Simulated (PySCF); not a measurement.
**MP2/STO-3G run of C2H3FGe (SMILES C#[C][GeH2][F])**

Aim: the vertical singlet–triplet gap of C2H3FGe at MP2/STO-3G, from 2 runs. 

The calculation is run with PySCF 2.14.0.

## Step 1: The system as given

The species is C2H3FGe (7 atoms), meant as a singlet with charge 0. SMILES: `C#[C][GeH2][F]`. The shape is that of a PBE0-D4/def2-TZVP optimisation.

Bond lengths: C1–C2 1.205 Å, C2–Ge3 1.891 Å, Ge3–F4 1.737 Å, C1–H5 1.066 Å, Ge3–H6 1.530 Å, Ge3–H7 1.530 Å. Angles: C1–C2–Ge3 178.5°, C2–Ge3–F4 106.8°, C2–C1–H5 179.5°, C2–Ge3–H6 111.0°, C2–Ge3–H7 111.0°, F4–Ge3–H6 106.5°, F4–Ge3–H7 106.5°, H6–Ge3–H7 114.4°.

## Step 2: The energy at MP2/STO-3G

run.py reads:

```python
from pyscf import gto, mp

mol = gto.Mole()
mol.atom = '''
C      1.589600    -1.011400     0.749400
C      0.653200    -0.399300     0.302800
Ge    -0.795200     0.603200    -0.384600
F     -1.928600    -0.538300    -1.040400
H      2.414700    -1.560800     1.142300
H     -1.525800     1.349500     0.733200
H     -0.346600     1.489200    -1.548300
'''
mol.charge = 0
mol.verbose = 3
mol.max_memory = 1860
mol.spin = 0
mol.basis = 'sto-3g'
mol.build()

mf = mol.RHF()
mf.conv_tol = 1e-10
mf.kernel()
if not mf.converged:
    mf = mf.newton().run(mf.mo_coeff, mf.mo_occ)

pt = mp.MP2(mf, frozen=12).run()
e_tot = pt.e_tot
print('E(%s) = %.9f' % ('MP2', e_tot))
```

Launch:

```console
$ OMP_NUM_THREADS=1 python run.py
```

The log of the run:

```text
converged SCF energy = -2226.285063532
E(RMP2) = -2226.48630364015  E_corr = -0.201240108144988
E(SCS-RMP2) = -2226.49232124965  E_corr = -0.207257717648199
E(MP2) = -2226.486303640
```

Wall time 1 s (1 thread of Arm Neoverse V1, shared host); peak memory 0.12 GiB.

## Step 3: The triplet at the same level

input.py reads:

```python
from pyscf import gto, mp

system = gto.Mole()
system.atom = '''
C      3.003909    -1.911269     1.416161
C      1.234369    -0.754568     0.572209
Ge    -1.502710     1.139883    -0.726789
F     -3.644526    -1.017240    -1.966071
H      4.563122    -2.949485     2.158634
H     -2.883344     2.550185     1.385547
H     -0.654979     2.814180    -2.925863
'''
system.verbose = 3
system.basis = 'sto-3g'
system.max_memory = 1860
system.unit = 'bohr'
system.spin = 2
system.build()

mf = system.UHF()
mf.conv_tol = 1e-10
mf.kernel()
if not mf.converged:
    mf = mf.newton().run(mf.mo_coeff, mf.mo_occ)

pt = mp.MP2(mf, frozen=12).run()
e_tot = pt.e_tot
print('Final energy', e_tot)
```

Launch:

```console
$ OMP_NUM_THREADS=1 python input.py
```

The log of the run:

```text
WARN: HOMO -0.0667164541399412 >= LUMO -0.403875804056129

WARN: HOMO 0.0548954201279428 >= LUMO 0.0121270677812308

WARN: HOMO 0.0680327529029208 >= LUMO -0.0588006373434478

converged SCF energy = -2226.04138919432  <S^2> = 2.0194631  2S+1 = 3.0129474
E(UMP2) = -2226.16038831621  E_corr = -0.118999121894221
E(SCS-UMP2) = -2226.16953614466  E_corr = -0.128146950343878
Final energy -2226.1603883162115
```

Run time: 1.1 s. Hardware: 1 thread of Arm Neoverse V1, shared host; peak memory 0.12 GiB.

## Step 4: Summary of results

At MP2/STO-3G, 12 core orbitals frozen:

```
                                                           quantity           value
                                              singlet: total energy  -2226.48630 Eh
                      singlet: dipole moment (Hartree–Fock density)          1.34 D
                       singlet: HOMO energy (Hartree–Fock orbitals)        -8.97 eV
                       singlet: LUMO energy (Hartree–Fock orbitals)         9.31 eV
                     singlet: HOMO–LUMO gap (Hartree–Fock orbitals)        18.28 eV
              singlet: correlation energy (12 core orbitals frozen)      -201.2 mEh
                                              triplet: total energy  -2226.16039 Eh
                      triplet: dipole moment (Hartree–Fock density)          1.57 D
triplet: HOMO energy (Hartree–Fock orbitals) (highest over α and β)        -2.38 eV
 triplet: LUMO energy (Hartree–Fock orbitals) (lowest over α and β)         3.58 eV
              triplet: correlation energy (12 core orbitals frozen)      -119.0 mEh
                         triplet: ⟨S²⟩ of the reference determinant           2.019
                   vertical energy of the triplet above the singlet        8.869 eV
```

What this shows: At this shape the triplet lies 8.87 eV (856 kJ/mol) above the singlet. In a minimal basis such a difference can be off by several eV, whatever the method.
